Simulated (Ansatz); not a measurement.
Run this with Ansatz's Python interface and show what comes out.

The script reads `lialau.xyz`:
```text
6
Lattice="4.36783223 0.0 0.0 -2.18391611 3.78265367 0.0 0.0 0.0 5.539757" Properties=species:S:1:pos:R:3 pbc="T T T"
Li   -0.00000002    2.52176913    4.15481775
Li    2.18391614    1.26088454    1.38493925
Al   -0.00000002    2.52176913    1.38493925
Al    2.18391614    1.26088454    4.15481775
Au    0.00000000    0.00000000    0.00000000
Au    0.00000000    0.00000000    2.76987850
```

`bands.py`
```python
"""Band structure of LiAlAu."""

import warnings

import ansatz as az
import numpy as np

TOLERANCE = 1e-09
MAX_SCF = 80
XC = "r2scan"
K_SPACING = 0.52
SMEARING = "methfessel_paxton"
EXTRA_BANDS = 8


def main() -> None:
    warnings.simplefilter("ignore", az.DeckWarning)

    lialau = az.Crystal.from_extxyz("lialau.xyz")

    # high-symmetry points in fractions of the reciprocal vectors
    path = [
        ("G", (0.0, 0.0, 0.0)),
        ("M", (0.5, 0.0, 0.0)),
        ("K", (0.33333, 0.33333, 0.0)),
        ("G", (0.0, 0.0, 0.0)),
        ("A", (0.0, 0.0, 0.5)),
    ]
    base = (
        lialau.calculation()
        .scf(tolerance=TOLERANCE, max_iterations=MAX_SCF, lower_state_search="off")
        .functional(XC)
        .kpoints(spacing=K_SPACING)
        .basis(28 * az.Ha)
        .occupations(SMEARING)
        .band_structure([point for _, point in path], intervals=10)
        .scf(extra_bands=EXTRA_BANDS)
        .density_of_states(energy_step=0.2, nscf_kmesh_spacing=0.2)
        .band_table()
    )
    def show(event):
        row = event["data"]
        if event["event"] == "scf_iter" and row.get("harris_foulkes_ev") is not None:
            print(f"  iteration {row['iter']:3d}  Harris-Foulkes {row['harris_foulkes_ev']:.5f} eV  residual {row['dr2_ev']:.2e}")


    res = base.session().plan().execute(on_event=show)
    summary = res.report

    for key in ("converged", "n_iterations", "n_electrons", "n_kpoints", "n_pw", "n_symmetry_ops", "free_energy_ev", "fermi_energy_ev"):
        print(f"{key:18s} {summary[key]}")

    dos = res.density_of_states()
    energy = np.asarray(dos.energies_ev) - dos.fermi_ev
    top = min(levels[-1] for levels in summary["eigenvalues_ev"]) - dos.fermi_ev  # the computed bands end here
    for spin, channel in enumerate(dos.channels):
        g = np.asarray(channel.g_bin_mean_per_ev)
        peak = np.where(np.abs(energy) < 8, g, 0).argmax()
        print(f"channel {spin}: g(E_F) = {np.interp(0.0, energy, g):.3f} states/eV, highest peak within 8 eV {g[peak]:.2f} at {energy[peak]:.2f} eV")
    grid = np.arange(-8, min(6, top), 0.5)
    columns = [grid] + [np.interp(grid, energy, ch.g_bin_mean_per_ev) for ch in dos.channels]
    np.savetxt("dos_lialau.dat", np.column_stack(columns), fmt="%.3f", header="E-EF (eV), states/eV by channel")

    bands = res.band_structure()
    fermi = bands.fermi_energy_ev
    print(f"zero of the bands: {fermi:.3f} eV, the Fermi level found on the SCF mesh")
    for spin, channel in enumerate(bands.channels):
        print("channel", spin, "- computed levels within 4 eV of the Fermi level")
        for i, (label, _) in enumerate(path):
            levels = channel.eigenvalues_ev[i * 10] - fermi
            print(f"  {label:3s}", " ".join(f"{e:7.3f}" for e in levels if abs(e) < 4))


if __name__ == "__main__":
    main()
```

```console
$ python bands.py
  iteration   1  Harris-Foulkes -27820.07314 eV  residual 1.75e-01
  iteration   2  Harris-Foulkes -27820.09524 eV  residual 1.54e-02
  iteration   3  Harris-Foulkes -27820.09437 eV  residual 4.43e-03
  iteration   4  Harris-Foulkes -27820.09385 eV  residual 9.95e-05
  iteration   5  Harris-Foulkes -27820.09385 eV  residual 6.35e-06
  iteration   6  Harris-Foulkes -27820.09386 eV  residual 2.12e-07
  iteration   7  Harris-Foulkes -27820.09384 eV  residual 2.07e-08
  iteration   8  Harris-Foulkes -27820.09384 eV  residual 1.58e-09
  iteration   9  Harris-Foulkes -27820.09384 eV  residual 3.51e-11
converged          True
n_iterations       9
n_electrons        50.0
n_kpoints          8
n_pw               4333
n_symmetry_ops     24
free_energy_ev     -27820.093836599153
fermi_energy_ev    11.560534041461835
channel 0: g(E_F) = 1.178 states/eV, highest peak within 8 eV 11.29 at -5.32 eV
zero of the bands: 11.561 eV, the Fermi level found on the SCF mesh
channel 0 - computed levels within 4 eV of the Fermi level
  G    -1.093   0.789   0.789   2.628   2.628   3.574   3.777   3.777
  M    -2.267  -2.229  -1.916   0.261   0.441   3.850   3.961
  K    -1.547  -0.750  -0.750   1.148   2.108   2.108
  G    -1.093   0.789   0.789   2.628   2.628   3.574   3.777   3.777
  A     1.631   1.631   2.755   2.755   2.755   2.755   3.634   3.634   3.634   3.634
```

It writes `dos_lialau.dat`:
```text
# E-EF (eV), states/eV by channel
-8.000 1.237
-7.500 2.566
-7.000 2.985
-6.500 6.121
-6.000 7.669
-5.500 8.892
-5.000 8.499
-4.500 4.841
-4.000 1.990
-3.500 1.587
-3.000 1.700
-2.500 1.211
-2.000 1.900
-1.500 2.005
-1.000 1.565
-0.500 1.282
0.000 1.178
0.500 1.800
1.000 1.070
1.500 1.799
2.000 1.739
2.500 1.795
3.000 2.149
3.500 2.519
4.000 3.464
4.500 2.912
```

Caveats:
- The settings weren't tested for convergence.
- For a metal this k-point mesh is coarse: on a finer one energies can move by several to tens of meV an atom and pressures by half a GPa or more, differences at one mesh by less.
- The zero of the levels is a convention of the potentials, so an absolute Fermi energy is no work function.
- The structure comes from a database of computed cells and needn't be a stable or known phase.
- Gaps and levels are Kohn-Sham values on a finite set of k-points, without spin-orbit coupling.
- The computed bands are complete only to about 4.8 eV above the Fermi level; beyond that the density of states is undercounted.
- The whole script took 22 s on 1 thread of Arm Neoverse V1, on a shared host, peak memory 0.72 GiB.

(Lines on the test bed's own set-up are left out of the output.)
